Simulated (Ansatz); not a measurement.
The system is InSb3.

```xyz
4
Lattice="4.8064 0.0000 0.0000 0.0000 4.8064 0.0000 0.0000 0.0000 4.8064" Properties=species:S:1:pos:R:3 pbc="T T T"
Sb    2.4032    2.4032    0.0000
Sb    0.0000    2.4032    2.4032
Sb    2.4032    0.0000    2.4032
In    0.0000    0.0000    0.0000
```

The cell comes from a database or a generator and needn't be the stable form of this composition.

Base run:

- Program: Ansatz 0.2.0
- Functional: LDA
- Potentials or basis: Ansatz PAW
- Cutoff: 420 eV (not typed: the program's choice for these potentials)
- k mesh: 6 × 6 × 6
- Occupations: fermi-dirac, width 0.05 eV
- Spin: no spin polarisation

Its results: band gap on the k mesh none (metal or under the smearing width); pressure -3.8 GPa.

**Question.** The run is repeated on the same cell with these changes: functional from LDA to r2SCAN; cutoff from 420 eV (not typed: the program's choice for these potentials) to 500 eV (not typed: the program's choice for these potentials). What comes out?

**Answer.** Band gap on the k mesh none (metal or under the smearing width); pressure -0.6 GPa.

Caveats: spin-orbit coupling is left out, which moves the levels of the heavy elements; the PAW data sets come from PBE, with cores solved anew for the run's functional, which leaves a small shift of forces and pressure.
